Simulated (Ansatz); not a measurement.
# LaSi2Ir2 (P4/nmm): relaxation of cell and ions in Python

What cell does LaSi2Ir2 (P4/nmm) relax to? The task is a relaxation of cell and ions, for LaSi2Ir2 (P4/nmm).

All numbers are computed with Ansatz 0.2.0, driven from Python. Level of theory: DFT LDA, plane waves, PAW.

**1. Starting point**

Symmetry: P4/nmm, No. 129, tetragonal system. Conventional cell: a = 4.208 Å, b = 4.208 Å, c = 9.957 Å, α = 90.00°, β = 90.00°, γ = 90.00°. Around La (site symmetry 4mm) lie 8 Ir at 3.20 to 3.31 Å and 8 Si at 3.21 to 3.24 Å. Si (site symmetry 4mm) is surrounded by 5 Ir at 2.45 to 2.46 Å and 4 La at 3.24 Å. Si (site symmetry -4m2) has 4 Ir at 2.45 Å and 4 La at 3.21 Å as nearest neighbours. Around Ir (site symmetry 4mm) lie 5 Si at 2.45 Å. Around Ir (site symmetry -4m2) lie 4 Si at 2.46 Å.

The script holds or builds the structure itself.

**2. The code**

File vcrelax_lasi2ir2.py:

```python
"""Variable-cell relaxation of LaSi2Ir2."""

import ansatz as az
from ase.data import atomic_numbers
import numpy as np
from pymatgen.core import Structure
import spglib

def edges_and_angles(cell):
    cell = np.asarray(cell)
    a, b, c = np.linalg.norm(cell, axis=1)
    cosines = cell[1] @ cell[2] / (b * c), cell[0] @ cell[2] / (a * c), cell[0] @ cell[1] / (a * b)
    return (a, b, c, *np.degrees(np.arccos(cosines)))

lattice = az.Lattice.of(
    (4.207525, 0.0, 0.0),
    (0.0, 4.207525, 0.0),
    (0.0, 0.0, 9.956951),
)
sites = [
    ("La", (0.0, 0.5, 0.256441)),
    ("La", (0.5, 0.0, 0.743559)),
    ("Si", (0.5, 0.0, 0.12749)),
    ("Si", (0.0, 0.5, 0.87251)),
    ("Si", (0.5, 0.5, 0.5)),
    ("Si", (0.0, 0.0, 0.5)),
    ("Ir", (0.5, 0.0, 0.373729)),
    ("Ir", (0.0, 0.5, 0.626271)),
    ("Ir", (0.5, 0.5, 0.0)),
    ("Ir", (0.0, 0.0, 0.0)),
]
lasi2ir2 = az.Crystal(lattice=lattice)
for symbol, position in sites:
    lasi2ir2 = lasi2ir2.atom(symbol, position)

# shape and ions at fixed volume
calculation = (
    lasi2ir2.calculation()
    .occupations(az.OccupationsMethod.GAUSSIAN, width=0.1)
    .functional("lda")
    .kpoints(6, 6, 3)
    .relax(force_tolerance=0.02, max_steps=40, fix_cell=["volume"], stress_tolerance=0.01)
)
steps = []


def collect(event):
    if event["event"] == "relax_step":
        steps.append(event["data"])


done = calculation.session().plan().execute(on_event=collect)
r = done.report
print("step   energy (eV)     max comp. (eV/A)   P (GPa)  SCF")
for s in steps:
    print(f"{s['step']:4d} {s['lagrangian_ev']:15.5f} {s['allowed_force_max_ev_ang']:12.4f} {s['pressure_gpa']:10.3f} {s['n_scf']:5d}")

first, last = steps[0], steps[-1]
symbols = [site.symbol for site in done.lattice.sites]
print(f"energy gained {first['lagrangian_ev'] - last['lagrangian_ev']:.4f} eV in {len(steps) - 1} steps")
for label, vectors in (("before", first["cell_ang"]), ("after", done.lattice.cell_ang)):
    print(label, "a b c (A) {:.4f} {:.4f} {:.4f}  angles {:.2f} {:.2f} {:.2f}".format(*edges_and_angles(vectors)), f" V = {abs(np.linalg.det(vectors)):.3f} A^3")
print("final stress xx yy zz (GPa, compression positive):", np.round(np.diag(r["stress_gpa"]), 3) + 0.0)

change = np.array(last["positions_ang"]) @ np.linalg.inv(last["cell_ang"]) - np.array(first["positions_ang"]) @ np.linalg.inv(first["cell_ang"])
moved = np.linalg.norm(change @ np.array(last["cell_ang"]), axis=1)
print("displacement within the cell, strain taken out (A):", " ".join(f"{s}:{d:.3f}" for s, d in zip(symbols, moved)))

print("atom   start x y z (A)              end x y z (A)")
for symbol, a, b in zip(symbols, first["positions_ang"], last["positions_ang"]):
    print(f"{symbol:3s}", " ".join(f"{v:8.4f}" for v in a), "  ", " ".join(f"{v:8.4f}" for v in b))

fractions = [site.position_frac for site in done.lattice.sites]
numbers = [atomic_numbers[s] for s in symbols]
for tolerance in (1e-3, 1e-2, 1e-1):
    print(f"space group at {tolerance} A:", spglib.get_spacegroup((done.lattice.cell_ang, fractions, numbers), symprec=tolerance))

for key in ("converged", "n_iterations", "n_electrons", "n_kpoints", "n_pw", "n_symmetry_ops", "free_energy_ev", "fermi_energy_ev"):
    print(f"{key:18s} {r[key]}")

final = Structure(done.lattice.cell_ang, [s.symbol for s in done.lattice.sites], [s.position_frac for s in done.lattice.sites])
print(final.to(fmt="poscar"))
```

**3. The calls as engine input**

The engine receives this input:

```yaml
crystal:
  lattice:
    - [4.207525, 0.0, 0.0]
    - [0.0, 4.207525, 0.0]
    - [0.0, 0.0, 9.956951]
  atoms:
    - { symbol: La, position: [0.0, 0.5, 0.256441] }
    - { symbol: La, position: [0.5, 0.0, 0.743559] }
    - { symbol: Si, position: [0.5, 0.0, 0.12749] }
    - { symbol: Si, position: [0.0, 0.5, 0.87251] }
    - { symbol: Si, position: [0.5, 0.5, 0.5] }
    - { symbol: Si, position: [0.0, 0.0, 0.5] }
    - { symbol: Ir, position: [0.5, 0.0, 0.373729] }
    - { symbol: Ir, position: [0.0, 0.5, 0.626271] }
    - { symbol: Ir, position: [0.5, 0.5, 0.0] }
    - { symbol: Ir, position: [0.0, 0.0, 0.0] }
kpoints:
  mp_grid:
    grid: [6, 6, 3]
hamiltonian:
  xc: lda
scf:
  occupations:
    method: gaussian
    width: 0.1
relax:
  f_tol: 0.02
  max_steps: 40
  cell:
    stress_tol: 0.01
    fix: [volume]
```

**4. The run**

On the command line:

```bash
> python vcrelax_lasi2ir2.py
```

Q: Predict the main results. Wanted: free energy; moves of the relaxation; energy gained; last largest force component; relaxed conventional cell; space group at the end.

The runs gave:

```
                                         quantity                                                                      value
                                      free energy                                        -61250.9188 eV (-6125.0919 eV/atom)
                          moves of the relaxation                                                                          3
energy gained (ahead of the last change of basis)                                                               0.2 meV/atom
                     last largest force component                                                                0.0080 eV/Å
                        relaxed conventional cell  a = 4.205 Å, b = 4.205 Å, c = 9.969 Å, α = 90.00°, β = 90.00°, γ = 90.00°
                           space group at the end                                                                     P4/nmm
```

In words: The volume hardly changed, and the space group stayed P4/nmm. What to keep in mind:
- The run is spin-unpolarised.
- Part of the cell is held or a pressure is applied, so the end point needn't be the zero-pressure lattice.
- For a metal this k-point mesh is coarse: on a finer one energies can move by several to tens of meV an atom and pressures by half a GPa or more, differences at one mesh by less.
- Only differences from the Fermi energy are physical; the zero of the scale is a convention.
- Energies along a relaxation are free energies. Rows at an unchanged volume are solved on a plane-wave basis chosen afresh for that cell, so the energy jumps there and such rows are no steps of the walk.
- Spin-orbit coupling, which matters for elements this heavy, is left out.
- The structure comes from a database of computed cells and needn't be a stable or known phase.
